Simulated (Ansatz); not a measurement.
TaTi3:

```xyz
4
Lattice="-1.9979 1.9979 4.3980 1.9979 -1.9979 4.3980 1.9979 1.9979 -4.3980" Properties=species:S:1:pos:R:3 pbc="T T T"
Ta    0.0000    0.0000    0.0000
Ti    0.0000    0.0000    4.3980
Ti    1.9979    0.0000    2.1990
Ti    0.0000    1.9979    2.1990
```

The cell comes from a database or a generator and needn't be the stable form of this composition.

Base run:

- Program: Ansatz 0.2.0
- Functional: PBEsol
- Potentials or basis: all-electron LAPW, scalar-relativistic
- Cutoff: 227 eV (chosen from the basis error)
- Basis error allowed: 0.002 eV/atom
- k mesh: 9 × 9 × 9
- Occupations: fermi-dirac, width 0.05 eV
- Spin: no spin polarisation

Its results: pressure -4.7 GPa.

Question: The run is repeated on the same cell with these changes: functional from PBEsol to LDA. What comes out?

Answer: Pressure -9.2 GPa.

LDA binds more tightly than PBEsol, so the same cell stands under less pressure.
